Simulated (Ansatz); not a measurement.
**C₂H₈BNSi: a ladder of functionals and wavefunction methods**

Aim: compute C₂H₈BNSi with functionals from several rungs and with coupled cluster, and see how far each lands from CCSD(T) at the basis-set limit for the atomisation energy.

Computed with Ansatz 0.2.0, Gaussian basis. Level: functionals in def2-TZVPP, the program's frozen cores in correlated methods.

Plan: PBE-D4, r2SCAN-D4, PBE0-D4, B3LYP-D4, ωB97X-V, ωB97M-V, B2PLYP; CCSD(T)/def2-TZVPP; MP2/def2-QZVPP; extrapolation to the limit.

### Step 1. The relaxed structure

An earlier PBE0-D4 in a triple-zeta def2 set relaxation fixed the geometry.

SMILES `B[SiH](C)N=C`, 13 atoms, charge 0, spin multiplicity 1.

Atoms are counted from 1 here; the program's logs count them from 0.

Bond lengths: B1–Si2 2.008 Å, B1–H6 1.196 Å, B1–H7 1.198 Å, Si2–C3 1.872 Å, Si2–N4 1.750 Å, Si2–H8 1.507 Å, C3–H9 1.092 Å, C3–H10 1.092 Å, C3–H11 1.092 Å, N4–C5 1.256 Å, C5–H12 1.097 Å, C5–H13 1.103 Å. Angles: Si2–B1–H6 123.5°, Si2–B1–H7 119.3°, H6–B1–H7 117.2°, B1–Si2–C3 112.3°, B1–Si2–N4 111.1°, B1–Si2–H8 106.4°, C3–Si2–N4 107.5°, C3–Si2–H8 109.2°, N4–Si2–H8 110.3°, Si2–C3–H9 110.6°, Si2–C3–H10 110.4°, Si2–C3–H11 110.8°, H9–C3–H10 108.4°, H9–C3–H11 108.5°, H10–C3–H11 108.1°, Si2–N4–C5 124.7°, N4–C5–H12 120.5°, N4–C5–H13 124.1° and more.

Coordinates:

| atom | x (Å) | y (Å) | z (Å) |
| --- | --- | --- | --- |
| B1 | -1.41386 | 1.11954 | 1.17325 |
| Si2 | -0.33528 | -0.07351 | -0.02956 |
| C3 | 0.09513 | -1.70304 | 0.78542 |
| N4 | 1.16664 | 0.69368 | -0.49770 |
| C5 | 1.46067 | 1.03248 | -1.67127 |
| H6 | -1.13065 | 2.25899 | 1.39847 |
| H7 | -2.41367 | 0.69413 | 1.67865 |
| H8 | -1.18754 | -0.33625 | -1.24428 |
| H9 | -0.81079 | -2.22671 | 1.09896 |
| H10 | 0.64146 | -2.34416 | 0.09002 |
| H11 | 0.72357 | -1.54269 | 1.66392 |
| H12 | 2.42077 | 1.51711 | -1.88759 |
| H13 | 0.80374 | 0.87564 | -2.54330 |

### Step 2. PBE-D4 (GGA)

The input, in.yaml:

```yaml
crystal:
  periodic: [false, false, false]
  atoms:
    - {symbol: B, position_ang: [-1.413858, 1.119539, 1.173248]}
    - {symbol: Si, position_ang: [-0.335281, -0.073514, -0.029556]}
    - {symbol: C, position_ang: [0.095129, -1.703038, 0.785424]}
    - {symbol: N, position_ang: [1.166641, 0.693676, -0.497698]}
    - {symbol: C, position_ang: [1.460672, 1.032483, -1.671268]}
    - {symbol: H, position_ang: [-1.130652, 2.258991, 1.398471]}
    - {symbol: H, position_ang: [-2.413673, 0.694130, 1.678646]}
    - {symbol: H, position_ang: [-1.187539, -0.336250, -1.244276]}
    - {symbol: H, position_ang: [-0.810787, -2.226707, 1.098958]}
    - {symbol: H, position_ang: [0.641461, -2.344164, 0.090023]}
    - {symbol: H, position_ang: [0.723568, -1.542691, 1.663919]}
    - {symbol: H, position_ang: [2.420774, 1.517107, -1.887594]}
    - {symbol: H, position_ang: [0.803742, 0.875637, -2.543300]}
basis:
  gaussian: {orbitals: def2-TZVPP}
hamiltonian: {xc: pbe, dispersion: d4}
output: {forces: true, orbitals: {seedname: orbitals}}
```

Command:

```
ansatz run in.yaml --threads 4 --pin off --events-out ev --progress --plain --max-ram 10444MiB
```

The runs that follow: r2SCAN-D4 (meta-GGA); PBE0-D4 (hybrid); B3LYP-D4 (hybrid); ωB97X-V (range-separated); ωB97M-V (range-separated); B2PLYP (double hybrid); CCSD(T) in def2-TZVPP; MP2 in def2-QZVPP.

**Question.** What will the summary of the whole plan be? Wanted: atomisation energy, CCSD(T)/CBS; farthest; mean size of error, hybrid; mean size of error, range-separated; gap, smallest and largest; T1 diagnostic; triples share of the correlation energy.

As calculated:

```
                               quantity                                value
        atomisation energy, CCSD(T)/CBS                        4703.2 kJ/mol
 functionals within 23.5 kJ/mol (0.5 %)                   r2SCAN-D4, PBE0-D4
                               farthest                PBE-D4 (+88.1 kJ/mol)
             mean size of error, hybrid                          29.6 kJ/mol
    mean size of error, range-separated                          32.0 kJ/mol
              gap, smallest and largest  2.24 eV (PBE-D4), 9.31 eV (ωB97X-V)
                          T1 diagnostic                               0.0122
triples share of the correlation energy                                4.0 %
```

In words: PBE-D4 is off by +88.1 kJ/mol. Double hybrids carry the basis error of their MP2 part in triple zeta, and no dispersion term here, so their miss is partly the set-up's. Misses under about 23.5 kJ/mol are within the doubt on the reference itself, which lacks core-valence correlation, relativity and higher excitations. Hartree-Fock recovers 74 % of the binding; the rest is correlation. Orbital gaps span 2.2 to 9.3 eV; exact exchange widens them.
